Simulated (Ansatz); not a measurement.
# CH₆AlFGe: one species, many methods

The task here is to estimate one member of a computed series from the others.

The runs use Ansatz 0.2.0, Gaussian basis; functionals in def2-TZVPP, the program's frozen cores in correlated methods.

Plan: LDA (SPW92), PBE-D4, revPBE-D4, BLYP-D4, r2SCAN-D4, B97M-V, PBE0-D4, B3LYP-D4, r2SCANh-D4, r2SCAN0-D4, HSE06-D4, BHLYP-D4, CAM-B3LYP-D4, LC-ωPBE, ωB97X-V, ωB97M-V, B2PLYP, PBE-QIDH; CCSD(T)/def2-SVP; CCSD(T)/def2-TZVPP; MP2/def2-QZVPP; extrapolation to the limit; RPA on PBE.

## Structure used throughout

The geometry comes from an earlier relaxation with PBE0-D4 in a triple-zeta def2 set; it is a stationary point, not always the lowest conformer.

SMILES `[F][AlH][CH2][GeH3]`, 10 atoms, charge 0, spin multiplicity 1.

Atoms are counted from 1 here; the program's logs count them from 0.

Bond lengths: F1–Al2 1.653 Å, Al2–C3 1.931 Å, Al2–H5 1.577 Å, C3–Ge4 1.961 Å, C3–H6 1.095 Å, C3–H7 1.094 Å, Ge4–H8 1.542 Å, Ge4–H9 1.539 Å, Ge4–H10 1.539 Å. Angles: F1–Al2–C3 118.1°, F1–Al2–H5 116.5°, C3–Al2–H5 125.4°, Al2–C3–Ge4 114.2°, Al2–C3–H6 109.9°, Al2–C3–H7 110.6°, Ge4–C3–H6 107.0°, Ge4–C3–H7 106.9°, H6–C3–H7 108.1°, C3–Ge4–H8 110.0°, C3–Ge4–H9 110.0°, C3–Ge4–H10 111.0°, H8–Ge4–H9 108.3°, H8–Ge4–H10 108.5°, H9–Ge4–H10 109.0°.

Geometry (Å):

```
F    -1.3056    0.1692    2.5719
Al   -1.4797    0.4088    0.9457
C     0.1022    0.8006   -0.0905
Ge    1.0748   -0.7882   -0.7017
H    -2.9405    0.2696    0.3668
H    -0.1693    1.3724   -0.9839
H     0.8065    1.3996    0.4949
H     0.1268   -1.7149   -1.4888
H     1.6197   -1.5694    0.5069
H     2.2482   -0.3990   -1.6183
```

Set-up of the first run:

in.yaml reads:

```yaml
crystal:
  periodic: [false, false, false]
  atoms:
    - {symbol: F, position_ang: [-1.305600, 0.169180, 2.571906]}
    - {symbol: Al, position_ang: [-1.479717, 0.408835, 0.945715]}
    - {symbol: C, position_ang: [0.102250, 0.800650, -0.090534]}
    - {symbol: Ge, position_ang: [1.074807, -0.788189, -0.701711]}
    - {symbol: H, position_ang: [-2.940477, 0.269649, 0.366802]}
    - {symbol: H, position_ang: [-0.169275, 1.372361, -0.983853]}
    - {symbol: H, position_ang: [0.806531, 1.399596, 0.494935]}
    - {symbol: H, position_ang: [0.126772, -1.714870, -1.488822]}
    - {symbol: H, position_ang: [1.619656, -1.569410, 0.506854]}
    - {symbol: H, position_ang: [2.248152, -0.399003, -1.618293]}
basis:
  gaussian: {orbitals: def2-TZVPP}
hamiltonian: {xc: lda}
output: {orbitals: {seedname: orbitals}}
```

The run is started by

```sh
$ ansatz run in.yaml --threads 4 --pin off --events-out ev --progress --plain --max-ram 10444MiB
```

Steps of the session up to this table: LDA; PBE-D4 (GGA); revPBE-D4 (GGA); BLYP-D4 (GGA); r2SCAN-D4 (meta-GGA); B97M-V (meta-GGA); B3LYP-D4 (hybrid); r2SCANh-D4 (hybrid); r2SCAN0-D4 (hybrid); HSE06-D4 (hybrid); BHLYP-D4 (hybrid); CAM-B3LYP-D4 (range-separated); LC-ωPBE (range-separated); ωB97X-V (range-separated); ωB97M-V (range-separated); B2PLYP (double hybrid); PBE-QIDH (double hybrid).

One table of the session follows, with a row left open; its other results are not shown here.

It belongs to the step «Orbital energies across the functionals». 

```
  functional  HOMO (eV)  gap (eV)
 LDA (SPW92)      -7.04      5.00
      PBE-D4          ?         ?
   revPBE-D4      -6.91      5.25
     BLYP-D4      -6.84      5.14
   r2SCAN-D4      -7.24      5.78
      B97M-V      -7.35      5.65
     PBE0-D4      -8.20      7.18
    B3LYP-D4      -7.99      6.74
  r2SCANh-D4      -7.70      6.49
  r2SCAN0-D4      -8.39      7.56
    HSE06-D4      -7.80      6.42
    BHLYP-D4      -9.36      9.06
CAM-B3LYP-D4      -9.54      9.41
     LC-ωPBE     -10.89     11.90
     ωB97X-V     -10.54     11.39
     ωB97M-V     -10.36     10.91
```

Estimate the missing values for PBE-D4.

**Answer.** HOMO (eV): -6.95; gap (eV): 5.17. In the column «HOMO (eV)» it lies between LDA (SPW92) (-7.04) and revPBE-D4 (-6.91).
